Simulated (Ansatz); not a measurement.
**ClH₅OSiSn: a ladder of functionals and wavefunction methods**

An exercise on one series of results from a longer session: the logs are not shown, and one member is left open.

Program: Ansatz 0.2.0, Gaussian basis. Level of theory: functionals in def2-TZVPP, the program's frozen cores in correlated methods. These are calculated values, not measurements.

Levels to be run: PBE-D4, r2SCAN-D4, PBE0-D4, B3LYP-D4, ωB97X-V, ωB97M-V, B2PLYP; CCSD(T)/def2-TZVPP; MP2/def2-QZVPP; extrapolation to the limit.

## The relaxed structure

The geometry comes from an earlier relaxation with PBE0-D4 in a triple-zeta def2 set; it is a stationary point, not always the lowest conformer. Sn takes the def2 core potential; no spin-orbit term is included.

SMILES `Cl[SiH2][O][SnH3]`, 9 atoms, charge 0, spin multiplicity 1.

Atoms are counted from 1 here; the program's logs count them from 0.

Bond lengths: Cl1–Si2 2.072 Å, Si2–O3 1.609 Å, Si2–H5 1.481 Å, Si2–H6 1.481 Å, O3–Sn4 1.976 Å, Sn4–H7 1.701 Å, Sn4–H8 1.700 Å, Sn4–H9 1.700 Å. Angles: Cl1–Si2–O3 109.9°, Cl1–Si2–H5 106.3°, Cl1–Si2–H6 106.5°, O3–Si2–H5 111.5°, O3–Si2–H6 111.3°, H5–Si2–H6 111.2°, Si2–O3–Sn4 135.2°, O3–Sn4–H7 106.7°, O3–Sn4–H8 102.5°, O3–Sn4–H9 106.6°, H7–Sn4–H8 113.3°, H7–Sn4–H9 113.5°, H8–Sn4–H9 113.3°.

The first run:

Input file in.yaml:

```yaml
crystal:
  periodic: [false, false, false]
  atoms:
    - {symbol: Cl, position_ang: [0.126147, 2.170292, 1.068968]}
    - {symbol: Si, position_ang: [-1.305773, 0.741852, 0.617028]}
    - {symbol: O, position_ang: [-0.625633, -0.482824, -0.174550]}
    - {symbol: Sn, position_ang: [1.217401, -0.954715, -0.708855]}
    - {symbol: H, position_ang: [-1.876089, 0.302311, 1.911110]}
    - {symbol: H, position_ang: [-2.325968, 1.419296, -0.215104]}
    - {symbol: H, position_ang: [2.134811, -1.032138, 0.721108]}
    - {symbol: H, position_ang: [1.007005, -2.467533, -1.454314]}
    - {symbol: H, position_ang: [1.736600, 0.257258, -1.782490]}
basis:
  gaussian: {orbitals: def2-TZVPP}
hamiltonian: {xc: pbe, dispersion: d4}
output: {forces: true, orbitals: {seedname: orbitals}}
```

The run is started by

```
ansatz run in.yaml --threads 4 --pin off --events-out ev --progress --plain --max-ram 10444MiB
```

Among the steps run: PBE-D4 (GGA); r2SCAN-D4 (meta-GGA); PBE0-D4 (hybrid); B3LYP-D4 (hybrid); ωB97X-V (range-separated); ωB97M-V (range-separated); B2PLYP (double hybrid); CCSD(T) in def2-TZVPP; MP2 in def2-QZVPP.

One table of the session follows, with a row left open; its other results are not shown here.

```
            method  atomisation energy (kJ/mol)
            PBE-D4                       2644.5
         r2SCAN-D4                       2667.5
           PBE0-D4                       2618.3
          B3LYP-D4                       2646.1
           ωB97X-V                       2699.1
           ωB97M-V                            ?
            B2PLYP                       2620.7
     HF/def2-TZVPP                       1941.6
    MP2/def2-TZVPP                       2622.9
   CCSD/def2-TZVPP                       2576.9
CCSD(T)/def2-TZVPP                       2614.2
           MP2/CBS                       2707.6
       CCSD(T)/CBS                       2698.9
```

Estimate the missing values for ωB97M-V.

The run gave: atomisation energy (kJ/mol): 2676.5. In the column «atomisation energy (kJ/mol)» it lies between r2SCAN-D4 (2667.5) and CCSD(T)/CBS (2698.9).
